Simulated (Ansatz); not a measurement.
# RuS (zincblende): equation of state

An exercise on one series of results from a longer session: the logs are not shown, and one member is left open.

Computed with Ansatz 0.2.0 (DFT PBE, scalar-relativistic, plane waves, PAW, unless a step's input says otherwise).

2 further runs of the same task are left out: 2 set aside as unsound or not needed. Runs told in other sessions of the task aren't counted.

## The system as given

It takes space group F-43m (No. 216, cubic). The conventional cell has a = 5.201 Å, b = 5.201 Å, c = 5.201 Å, α = 90.00°, β = 90.00°, γ = 90.00°. Ru (site symmetry -43m) is surrounded by 4 S at 2.25 Å. S (site symmetry -43m) is surrounded by 4 Ru at 2.25 Å.

Coordinates:

```
CELL_PARAMETERS angstrom
0.00000 2.60052 2.60052
2.60052 0.00000 2.60052
2.60052 2.60052 0.00000
ATOMIC_POSITIONS crystal
Ru 0.00000 0.00000 0.00000
S 0.25000 0.25000 0.25000
```

An earlier run at PBE left this cell at 17.587 Å³/atom and -0.01 GPa (10×10×10 mesh).

Volume factors to run: 0.980, 1.020, 0.960, 1.040, 1.070, 1.100, 0.945.

The first run:

Input file input.yaml:

```yaml
crystal:
  lattice:
    - [0.0, 2.5830665575, 2.5830665575]
    - [2.5830665575, 0.0, 2.5830665575]
    - [2.5830665575, 2.5830665575, 0.0]
  atoms:
    - { symbol: Ru, position: [0.0, 0.0, 0.0] }
    - { symbol: S, position: [0.25, 0.25, 0.25] }
basis:
  ecutwfc: 420
  ecutrho_ratio: 4
kpoints:
  mp_grid: { grid: [10, 10, 10] }
hamiltonian:
  xc: pbe
scf:
  occupations: { method: gaussian, width: 0.05 }
output:
  forces: true
  stress: true
  eigenvalues: true
```

The run is started by

```
ansatz run input.yaml --threads 2 --pin off --max-ram 2662MiB --backend cpu --events-out ev --progress --plain --runs-dir out
```

Among the steps run: Scaling the volume by 0.980; At 1.020 of the relaxed volume; At 0.960 of the relaxed volume; Volume × 1.040; Scaling the volume by 1.070; At 1.100 of the relaxed volume; At 0.945 of the relaxed volume.

One table of the session follows, with a row left open; its other results are not shown here.

It belongs to the step «Energy and pressure against volume». 

```
volume (Å³/atom)  energy (meV/atom)  pressure (GPa)
          16.619              27.19            9.54
          16.883              13.93            6.63
          17.235                  ?               ?
          17.587               0.00           -0.01
          17.938               3.14           -2.78
          18.290              12.04           -5.25
          18.818              34.78           -8.44
          19.345              67.11          -11.10
```

**Question.** Estimate the row for volume (Å³/atom) = 17.235.

Worked estimate for «energy (meV/atom)». A straight line through the neighbours (16.883, 13.93) and (17.587, 0.00) gives 13.93 + (0.00 − 13.93) × (17.235 − 16.883) / (17.587 − 16.883) = 6.96; a parabola fitted to 4 rows on both sides gives 3.41.

As computed: energy (meV/atom): 3.33; pressure (GPa): 3.11. In «energy (meV/atom)» the line misses by +3.63 and the parabola by +0.08.
